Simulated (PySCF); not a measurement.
# CH4ClGa: the cost of one run

Programs: PySCF 2.14.0, with density-fitted response routines of our own. Each step states its level of theory. These are calculated values for one molecule in the gas phase, unless marked as measured. Atoms count from 0, in the outputs and in this text.

1 further run of the same task is left out (for a known fault of the program).

## 1. Starting geometry

7 atoms, charge 0, multiplicity 1; geometry from: GFN2-xTB. The atoms were then displaced at random by about 0.01 Å, so the start is not that level's minimum.

Bonds of the start (Å): C0–Ga1 2.01, Ga1–Cl2 2.07, C0–H3 1.11, C0–H4 1.09, C0–H5 1.07, Ga1–H6 1.59.

## 2. Relaxing the molecule at PBE0-D3(BJ)/def2-SVP

The job: settings as JSON, then the geometry in Å.

```
{"job": {"xc": "PBE0", "basis": "def2-SVP", "d3": "d3bj", "grid": 1, "shake": 0.01, "kind": "geom"}, "charge": 0, "multiplicity": 1}
C     -0.941330    -0.203800    -0.137400
Ga     0.973610     0.347550     0.127830
Cl     2.433410    -1.117190     0.292490
H     -1.484160     0.544160    -0.747460
H     -1.471780    -0.282870     0.811270
H     -0.990090    -1.150200    -0.636800
H      1.514280     1.833260     0.240150
```

Command:

```bash
OMP_NUM_THREADS=1 python probes_run.py task.json out
```

The driver reads the jobs from task.json and runs them one after another.

Q: Estimate the wall time and peak memory of this first job on 1 thread of Arm Neoverse V2, shared host.

About 12 s, with a peak of 0.36 GiB.
